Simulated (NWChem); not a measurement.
# CBr2F2 (SMILES FC(F)(Br)Br): PBE0/def2-SVP

What is the vertical ionisation energy of CBr2F2 at PBE0/def2-SVP? 

The results are computed with NWChem 7.3.0.

**1. The structure to begin with**

CBr2F2 has 5 atoms, charge 0, and is taken as a singlet. SMILES: `FC(F)(Br)Br`. The shape is that of a PBE0-D4/def2-TZVP optimisation.

Bond lengths: F1–C2 1.324 Å, C2–F3 1.324 Å, C2–Br4 1.933 Å, C2–Br5 1.933 Å. Angles: F1–C2–F3 108.1°, F1–C2–Br4 109.2°, F1–C2–Br5 109.2°, F3–C2–Br4 109.2°, F3–C2–Br5 109.2°, Br4–C2–Br5 111.7°.

**2. The energy at PBE0/def2-SVP**

cbr2f2.nw reads:

```
start cbr2f2
title "CBr2F2"
memory total 2200 mb

geometry noautosym nocenter noautoz
  F     -0.970400    -0.113400     0.986300
  C      0.004800    -0.087600     0.090900
  F      0.914800    -0.981400     0.446600
  Br    -0.709300    -0.561200    -1.642100
  Br     0.810000     1.669900     0.077000
end

basis spherical bse
  * library def2-SVP
end

dft
  xc pbe0
  mult 1
  grid fine
  convergence energy 1e-08
  iterations 100
  mulliken
  print low
end

task dft energy
```

On the command line:

```sh
$ nwchem cbr2f2.nw > cbr2f2.out
```

Log:

```text
[...]
 d= 0,ls=0.0,diis     1  -5384.2172493590 -6.01D+03  2.07D-02  2.03D+00     1.6
[...]
 d= 0,ls=0.0,diis     8  -5384.4528927793 -5.47D-09  1.41D-06  5.86D-08     9.4
         Total DFT energy =    -5384.452892779320
      One electron energy =    -8748.441600373579
           Coulomb energy =     2942.632500781008
    Exchange-Corr. energy =     -208.204036210890
 Nuclear repulsion energy =      629.560243024140
[...]
      Total Density - Mulliken Population Analysis
     ---------------------------------------------
    Atom       Charge   Shell Charges
 -----------   ------   -------------------------------------------------------
    1 F    9     9.14   1.99  1.14  0.77  3.34  1.89  0.01
    2 C    6     5.70   1.99  0.96  0.16  1.83  0.60  0.15
    3 F    9     9.14   1.99  1.14  0.77  3.34  1.89  0.01
    4 Br  35    35.01   2.00  2.00  1.99  1.45  0.53  6.00  5.98  2.37  2.66  8.20  1.74  0.10
    5 Br  35    35.01   2.00  2.00  1.99  1.45  0.53  6.00  5.98  2.37  2.66  8.20  1.74  0.10
[...]
```

Wall time 10 s (1 thread of AMD EPYC 9R45 (Zen 5), shared host); peak memory 0.12 GiB.

**3. The doublet cation, same level**

Edit cbr2f2.nw of step 2 so:

```diff
@@ -2,5 +2,6 @@
 title "CBr2F2"
-memory total 2200 mb
+memory 2200 mb
+charge 1
 
-geometry noautosym nocenter noautoz
+geometry units angstrom noautosym nocenter noautoz
   F     -0.970400    -0.113400     0.986300
@@ -18,6 +19,6 @@
   xc pbe0
-  mult 1
+  mult 2
   grid fine
   convergence energy 1e-08
-  iterations 100
+  maxiter 100
   mulliken
```

On the command line:

```sh
$ nwchem cbr2f2.nw > cbr2f2.out
```

Log:

```text
[...]
 d= 0,ls=0.0,diis     1  -5383.7025511753 -6.01D+03  1.08D-02  1.61D+00     2.0
[...]
 d= 0,ls=0.0,diis    12  -5384.0537803378 -8.32D-09  2.07D-07  3.85D-10    18.7
[...]
         Total DFT energy =    -5384.053780337848
      One electron energy =    -8724.177157273754
           Coulomb energy =     2918.383295172467
    Exchange-Corr. energy =     -207.820161260701
 Nuclear repulsion energy =      629.560243024140
[...]
      Total Density - Mulliken Population Analysis
     ---------------------------------------------
    Atom       Charge   Shell Charges
 -----------   ------   -------------------------------------------------------
    1 F    9     9.08   1.99  1.15  0.77  3.32  1.84  0.01
    2 C    6     5.71   1.99  0.97  0.15  1.84  0.60  0.16
    3 F    9     9.08   1.99  1.15  0.77  3.32  1.84  0.01
    4 Br  35    34.56   2.00  2.00  1.99  1.52  0.45  6.00  5.98  2.33  2.24  8.20  1.74  0.10
    5 Br  35    34.56   2.00  2.00  1.99  1.52  0.45  6.00  5.98  2.33  2.24  8.20  1.74  0.10
[...]
      <S2> =      0.7545 (Exact =     0.7500)
[...]
```

Run time: 20 s. Hardware: 1 thread of AMD EPYC 9R45 (Zen 5), shared host; peak memory 0.12 GiB.

**4. What came out**

At PBE0/def2-SVP:

```
                                          quantity           value
                      singlet CBr2F2: total energy  -5384.45289 Eh
                      doublet cation: total energy  -5384.05378 Eh
                              doublet cation: ⟨S²⟩           0.754
vertical ionisation energy (to the doublet cation)       10.860 eV
```

Removing an electron at fixed nuclei costs 10.86 eV (250 kcal/mol). Mulliken charges (doublet cation) run from -0.08 on F1 to +0.44 on Br4.
